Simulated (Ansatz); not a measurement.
NbTeN:

```
CELL_PARAMETERS angstrom
3.58427 0.00000 0.00000
0.00000 3.58427 0.00000
0.00000 0.00000 9.54610
ATOMIC_POSITIONS crystal
Te 0.00000 0.50000 0.30137
Te 0.50000 0.00000 0.69863
Nb 0.00000 0.50000 0.88562
Nb 0.50000 0.00000 0.11438
N 0.00000 0.00000 0.00000
N 0.50000 0.50000 0.00000
```

The cell comes from a database or a generator and needn't be the stable form of this composition.

| Property | Result |
| --- | --- |
| Program | Ansatz 0.2.0 |
| Task | single point |
| Functional | PBE |
| Potentials or basis | Ansatz PAW |
| Cutoff | 420 eV (not typed: the program's choice for these potentials) |
| k mesh | 8 × 8 × 3 |
| Occupations | fermi-dirac, width 0.05 eV |
| Spin | no spin polarisation |

On this cell: pressure -2.0 GPa; largest force 0.512 eV/Å; band gap on the k mesh none (metal or under the smearing width).

The same run follows on a disturbed copy (atoms moved at random, drawn with an rms of 0.05 Å):

```
Te Nb N
1.0
     3.58427    0.00000    0.00000
     0.00000    3.58427    0.00000
     0.00000    0.00000    9.54610
Te Nb N
2 2 2
Direct
  0.00145 0.49907 0.30163
  0.50026 0.00317 0.69146
  0.99350 0.51012 0.88277
  0.49676 0.99170 0.11409
  0.99227 0.99459 0.99979
  0.49361 0.50912 0.00045
```

What changes?

The energy (extrapolated to zero smearing) moves by +11.3 meV/atom; pressure -2.9 GPa; largest force 0.840 eV/Å; band gap on the k mesh none (metal or under the smearing width).

Forces in eV/Å, atoms in the order of the input:
```
Te  -0.029  0.003 -0.067
Te  -0.025 -0.003  0.385
Nb   0.032 -0.405  0.713
Nb  -0.106  0.520 -0.503
N    0.151  0.654 -0.189
N   -0.024 -0.769 -0.339
```

Stress tensor (GPa, compression positive):
```
-2.73  0.02 -0.21
 0.02 -2.50  1.33
-0.21  1.33 -3.44
```

Caveats: this functional lacks dispersion, which binds the layers, so the pressure and a relaxed spacing across them are unreliable (some runs).
